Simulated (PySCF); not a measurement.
Runs of PySCF 2.14.0 on NKH2. The cell holds a molecule in a box, 4 atoms: a = 12.000 Å, b = 11.000 Å, c = 12.000 Å, α = 90.00°, β = 90.00°, γ = 90.00°. 

```csv
task,level,frozen core bands,conv_tol,exxdiv,grid for exchange and correlation,three-body dispersion term,gap on the mesh (eV)
CCSD(T) correlation energy,HF,6,1e-08 Ha,ewald,-,-,6.35
atomic charges,HSE06,-,1e-07 Ha,ewald,"Becke, atom-centred",-,1.50
atomic charges,B3PW91,-,1e-07 Ha,ewald,"Becke, atom-centred",-,(a)
atomic charges,BLYP+D3(OP),-,1e-07 Ha,-,"Becke, atom-centred",no,0.49
```

Alike in all rows: potentials or basis def2-svp (all-electron); no spin polarisation; cell as given; k mesh 1 × 1 × 1; smearing fixed.

Estimate the missing entries.

(a) 2.01.

Caveats: this is a molecule in a periodic box at the Γ point, so its band gap is the HOMO-LUMO gap; the basis of atomic orbitals isn't converged, which shifts pressures, moduli and gaps; the basis is small and the box finite, so much correlation energy is missing and levels can be off by tenths of an eV (some runs); this program's HSE differs a little from the usual definition (some runs).

A k mesh can miss the band edges.

Not every run made on this cell is shown here.
